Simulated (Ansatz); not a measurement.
**Cl₂GeH₄Si: small, medium and large basis sets**

An exercise on one series of results from a longer session: the logs are not shown, and one member is left open.

The runs use Ansatz 0.2.0, Gaussian basis; one geometry, several basis sets.

Plan: PBE0-D4/def2-SVP; ωB97M-V/def2-SVP; PBE0-D4/def2-QZVPP; ωB97M-V/def2-QZVPP; the functionals' def2-TZVPP values are taken from earlier runs.

### The geometry

All runs share one geometry, relaxed beforehand with PBE0-D4 in a triple-zeta def2 set.

SMILES `Cl[SiH](Cl)[GeH3]`, 8 atoms, charge 0, spin multiplicity 1.

Atoms are counted from 1 here; the program's logs count them from 0.

Bond lengths: Cl1–Si2 2.052 Å, Si2–Cl3 2.052 Å, Si2–Ge4 2.375 Å, Si2–H5 1.480 Å, Ge4–H6 1.536 Å, Ge4–H7 1.534 Å, Ge4–H8 1.536 Å. Angles: Cl1–Si2–Cl3 109.1°, Cl1–Si2–Ge4 109.3°, Cl1–Si2–H5 107.2°, Cl3–Si2–Ge4 109.3°, Cl3–Si2–H5 107.2°, Ge4–Si2–H5 114.7°, Si2–Ge4–H6 109.6°, Si2–Ge4–H7 108.8°, Si2–Ge4–H8 109.6°, H6–Ge4–H7 109.7°, H6–Ge4–H8 109.5°, H7–Ge4–H8 109.7°.

Set-up of the first run:

Input file in.yaml:

```yaml
crystal:
  periodic: [false, false, false]
  atoms:
    - {symbol: Cl, position_ang: [1.525166, -1.984432, 0.818375]}
    - {symbol: Si, position_ang: [1.094980, -0.039675, 0.326058]}
    - {symbol: Cl, position_ang: [2.242578, 0.517010, -1.281073]}
    - {symbol: Ge, position_ang: [-1.201931, 0.135106, -0.252902]}
    - {symbol: H, position_ang: [1.509205, 0.802434, 1.470983]}
    - {symbol: H, position_ang: [-1.526794, 1.586463, -0.635409]}
    - {symbol: H, position_ang: [-1.482189, -0.788817, -1.444893]}
    - {symbol: H, position_ang: [-2.068816, -0.285189, 0.942960]}
basis:
  gaussian: {orbitals: def2-SVP}
hamiltonian: {xc: pbe0, dispersion: d4}
output: {orbitals: {seedname: orbitals}}
```

Among the steps run: PBE0-D4 in def2-SVP; ωB97M-V in def2-SVP; PBE0-D4 in def2-QZVPP; ωB97M-V in def2-QZVPP.

One of the session's tables, all rows but one given; the rest of the session is left out.

It belongs to the step «Functionals by basis». 

```
functional       basis  HOMO (eV)  LUMO (eV)
   PBE0-D4    def2-SVP      -8.14      -0.12
   PBE0-D4  def2-TZVPP          ?          ?
   PBE0-D4  def2-QZVPP      -8.23      -0.51
   ωB97M-V    def2-SVP     -10.13       1.84
   ωB97M-V  def2-TZVPP     -10.24       1.49
   ωB97M-V  def2-QZVPP     -10.26       1.24
```

**Question.** Estimate the row for PBE0-D4, def2-TZVPP.

The run gave: HOMO (eV): -8.21; LUMO (eV): -0.39. In the column «HOMO (eV)» it lies between PBE0-D4, def2-QZVPP (-8.23) and PBE0-D4, def2-SVP (-8.14).
